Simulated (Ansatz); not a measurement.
# GaPHCl (singlet): wave-function methods side by side, cc-pVDZ

One table from this session's results is given with a row withheld; the runs are named, their logs left out.

Program: Ansatz 0.2.0, Gaussian basis. Level of theory: cc-pVDZ, core rule «outside noble gas», up to 24 orbitals frozen. These are calculated values, not measurements.

To be run: UHF; CCSD(T) on RHF; CCSD(T) on UHF; BCCD(T) on RHF; CISD; CCSDT(Q) on RHF; CCSDT(Q) on UHF.

4 further runs of the same task are left out: 1 for a known fault of the program, 3 set aside as unsound or not needed. Runs told in other sessions of the task aren't counted.

### The system

The geometry is a PBE0/def2-TZVP stationary point (not a proven minimum) of the parent state, kept for this charge and spin. No spin-orbit coupling is included. The filled d shell of Ga may be among the frozen orbitals whatever the setting's name suggests.

4 atoms, charge 0, spin multiplicity 1.

Atoms are counted from 1 here; the program's logs count them from 0.

Bond lengths: Cl1–Ga2 2.156 Å, Ga2–P3 2.315 Å, Ga2–H4 1.561 Å. Angles: Cl1–Ga2–P3 115.3°, Cl1–Ga2–H4 115.3°, P3–Ga2–H4 129.4°.

The first run:

Input file in.yaml:

```yaml
crystal:
  periodic: [false, false, false]
  atoms:
    - {symbol: Cl, position_ang: [0.000000, -0.627156, 1.777412]}
    - {symbol: Ga, position_ang: [0.000000, 0.566923, -0.017738]}
    - {symbol: P, position_ang: [0.000000, -0.627024, -2.001300]}
    - {symbol: H, position_ang: [0.000000, 2.111491, 0.208287]}
basis:
  gaussian: {orbitals: cc-pVDZ}
magnetization: {spin_polarized: true, initial_magnetization: 0}
hamiltonian: {xc: hf}
output: {orbitals: {seedname: orbitals}}
```

The run is started by

```console
> ansatz run in.yaml --threads 1 --pin off --events-out ev --progress --plain --max-ram 2560MiB --backend cpu
```

Among the steps run: UHF; CCSD(T) on RHF; CCSD(T) on UHF; BCCD(T) on RHF; CISD; CCSDT(Q) on RHF; CCSDT(Q) on UHF.

One table of the session follows, with a row left open; its other results are not shown here.

```
   method  from RCCSDT(Q) (meV)
      RHF               +9155.5
      UHF               +8008.6
     RMP2               +1588.9
     UMP2                +896.9
    RCCSD                +354.0
    UCCSD                -309.7
 RCCSD(T)                +105.9
 UCCSD(T)                -583.7
  BCCD(T)                +105.5
   RCCSDT                 +36.0
   UCCSDT                     ?
RCCSDT(Q)                     0
UCCSDT(Q)                -955.6
```

Q: Estimate the row for UCCSDT from the others.

**Answer.** from RCCSDT(Q) (meV): -873.5. In the column «from RCCSDT(Q) (meV)» it lies between UCCSDT(Q) (-955.6) and UCCSD(T) (-583.7).

Not comparable, so not listed: CISD (they don't share determinant, frozen orbitals or solution with the rows shown, or repeat one).

To keep in mind: The determinant of HF (⟨S²⟩ 1.01) is far from a pure spin state, so its energy mixes those of several spin states; that is harmless only where they are near-degenerate. The determinant of CCSD(T) (⟨S²⟩ 1.01) is far from a pure spin state, so its energy mixes those of several spin states; high orders of coupled cluster remove much of that, low ones don't. The determinant of CCSDT(Q) (⟨S²⟩ 1.01) is far from a pure spin state, so its energy mixes those of several spin states; high orders of coupled cluster remove much of that, low ones don't. The program flags UCCSD(T), UCCSDT(Q) as in doubt, so read those rows with care; the flags are large difference, other amplitudes. Warnings: restricted reference is unstable; spin contamination. Restricted and unrestricted rows rest on different reference determinants; a gap between their highest levels can come from leftover correlation error, from unlike frozen cores or from another state.
